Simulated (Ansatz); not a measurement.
## BeAl3 in Ansatz: the effect of functional

Crystal: BeAl3.

```xyz
4
Lattice="-1.9422 1.9422 3.8519 1.9422 -1.9422 3.8519 1.9422 1.9422 -3.8519" Properties=species:S:1:pos:R:3 pbc="T T T"
Al    0.0000    0.0000    3.8519
Al    1.9422    0.0000    1.9259
Al    0.0000    1.9422    1.9259
Be    0.0000    0.0000    0.0000
```

The cell comes from a database or a generator and needn't be the stable form of this composition.

Alike in all runs:

```yaml
Program: Ansatz 0.2.0
Task: band structure
Potentials_or_basis: Ansatz PAW
k_mesh: 6 × 6 × 6
Occupations: fermi-dirac, width 0.05 eV
Spin: no spin polarisation
```

| functional | cutoff | pressure (GPa) |
| --- | --- | --- |
| LDA | 420 eV (not typed: the program's choice for these potentials) | -3.2 |
| PBEsol | 420 eV (not typed: the program's choice for these potentials) | -0.9 |
| RPBE | 420 eV (not typed: the program's choice for these potentials) | 2.3 |
| revPBE | 420 eV (not typed: the program's choice for these potentials) | 2.0 |
| BLYP | 420 eV (not typed: the program's choice for these potentials) | ? |
| r2SCAN | 500 eV (not typed: the program's choice for these potentials) | -1.5 |

Q: What does the run with functional BLYP give?

A: Pressure 3.1 GPa.

Caveats: all runs use coarse meshes; the PAW data sets come from PBE, with cores solved anew for the run's functional, which leaves a small shift of forces and pressure.

Runs at the PBE level aren't shown here.
